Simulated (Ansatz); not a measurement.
# C3H10Cl2GeSi: a ladder of functionals

An exercise on one series of results from a longer session: the logs are not shown, and one member is left open.

Method: functionals in def2-TZVPP; program: Ansatz 0.2.0, Gaussian basis.

Levels to be run: LDA (SPW92), PBE-D4, revPBE-D4, BLYP-D4, r2SCAN-D4, B97M-V, PBE0-D4, B3LYP-D4, r2SCANh-D4, r2SCAN0-D4, HSE06-D4, BHLYP-D4, CAM-B3LYP-D4, LC-ωPBE, ωB97X-V, ωB97M-V.

## The geometry

All runs share one geometry, relaxed beforehand with PBE0-D4 in a triple-zeta def2 set.

17 atoms, charge 0, spin multiplicity 1.

Atoms are counted from 1 here; the program's logs count them from 0.

Bond lengths: C1–Si2 1.860 Å, C1–H8 1.092 Å, C1–H9 1.094 Å, C1–H10 1.093 Å, Si2–Cl3 2.066 Å, Si2–C4 1.872 Å, Si2–H11 1.485 Å, C4–C5 1.529 Å, C4–H12 1.096 Å, C4–H13 1.095 Å, C5–Ge6 1.955 Å, C5–H14 1.094 Å, C5–H15 1.095 Å, Ge6–Cl7 2.163 Å, Ge6–H16 1.537 Å, Ge6–H17 1.536 Å. Angles: Si2–C1–H8 110.6°, Si2–C1–H9 110.6°, Si2–C1–H10 111.0°, H8–C1–H9 107.9°, H8–C1–H10 108.3°, H9–C1–H10 108.4°, C1–Si2–Cl3 108.9°, C1–Si2–C4 112.4°, C1–Si2–H11 110.4°, Cl3–Si2–C4 107.2°, Cl3–Si2–H11 106.7°, C4–Si2–H11 111.1°, Si2–C4–C5 115.8°, Si2–C4–H12 106.9°, Si2–C4–H13 107.5°, C5–C4–H12 109.8°, C5–C4–H13 110.3°, H12–C4–H13 106.0° and more.

Set-up of the first run:

The input, in.yaml:

```yaml
crystal:
  periodic: [false, false, false]
  atoms:
    - {symbol: C, position_ang: [-2.193958, 0.777657, 0.332428]}
    - {symbol: Si, position_ang: [-1.034287, -0.542568, 0.942803]}
    - {symbol: Cl, position_ang: [-2.145581, -2.137995, 1.641539]}
    - {symbol: C, position_ang: [0.080356, -1.196411, -0.411994]}
    - {symbol: C, position_ang: [0.867718, -0.143947, -1.193518]}
    - {symbol: Ge, position_ang: [2.154504, 0.885267, -0.140757]}
    - {symbol: Cl, position_ang: [3.285475, -0.522170, 1.049946]}
    - {symbol: H, position_ang: [-2.877999, 1.084752, 1.126015]}
    - {symbol: H, position_ang: [-1.635250, 1.660636, 0.009124]}
    - {symbol: H, position_ang: [-2.787763, 0.416887, -0.510670]}
    - {symbol: H, position_ang: [-0.239145, -0.041073, 2.092169]}
    - {symbol: H, position_ang: [-0.554534, -1.770253, -1.097268]}
    - {symbol: H, position_ang: [0.763237, -1.920112, 0.044502]}
    - {symbol: H, position_ang: [1.438377, -0.611919, -2.000749]}
    - {symbol: H, position_ang: [0.200731, 0.583852, -1.668091]}
    - {symbol: H, position_ang: [1.492007, 1.852717, 0.853220]}
    - {symbol: H, position_ang: [3.167013, 1.624177, -1.028303]}
basis:
  gaussian: {orbitals: def2-TZVPP}
hamiltonian: {xc: lda}
output: {orbitals: {seedname: orbitals}}
```

Among the steps run: LDA; PBE-D4 (GGA); revPBE-D4 (GGA); BLYP-D4 (GGA); r2SCAN-D4 (meta-GGA); B97M-V (meta-GGA); PBE0-D4 (hybrid); B3LYP-D4 (hybrid); r2SCANh-D4 (hybrid); r2SCAN0-D4 (hybrid); HSE06-D4 (hybrid); BHLYP-D4 (hybrid); CAM-B3LYP-D4 (range-separated); LC-ωPBE (range-separated); ωB97X-V (range-separated); ωB97M-V (range-separated).

One of the session's tables, all rows but one given; the rest of the session is left out.

It belongs to the step «Frontier levels by functional». 

| functional | HOMO (eV) | gap (eV) |
| --- | --- | --- |
| LDA (SPW92) | -7.04 | 5.73 |
| PBE-D4 | -6.95 | 5.94 |
| revPBE-D4 | -6.90 | 6.02 |
| BLYP-D4 | -6.83 | 5.91 |
| r2SCAN-D4 | -7.25 | 6.56 |
| B97M-V | -7.36 | 6.60 |
| PBE0-D4 | -8.23 | 8.11 |
| B3LYP-D4 | -8.02 | 7.65 |
| r2SCANh-D4 | -7.72 | 7.34 |
| r2SCAN0-D4 | -8.42 | 8.50 |
| HSE06-D4 | -7.83 | 7.34 |
| BHLYP-D4 | ? | ? |
| CAM-B3LYP-D4 | -9.58 | 10.45 |
| LC-ωPBE | -10.91 | 13.01 |
| ωB97X-V | -10.58 | 12.51 |
| ωB97M-V | -10.41 | 12.10 |

Q: Estimate the row for BHLYP-D4 from the others.

Worked estimate for «HOMO (eV)». Against the share of exact exchange, BLYP-D4 (0, -6.83), B3LYP-D4 (0.2, -8.02) give a slope of -5.95 per unit share; at 0.5 the line stands at -9.80.

**Answer.** HOMO (eV): -9.42; gap (eV): 10.20. In «HOMO (eV)» the line misses by -0.38.
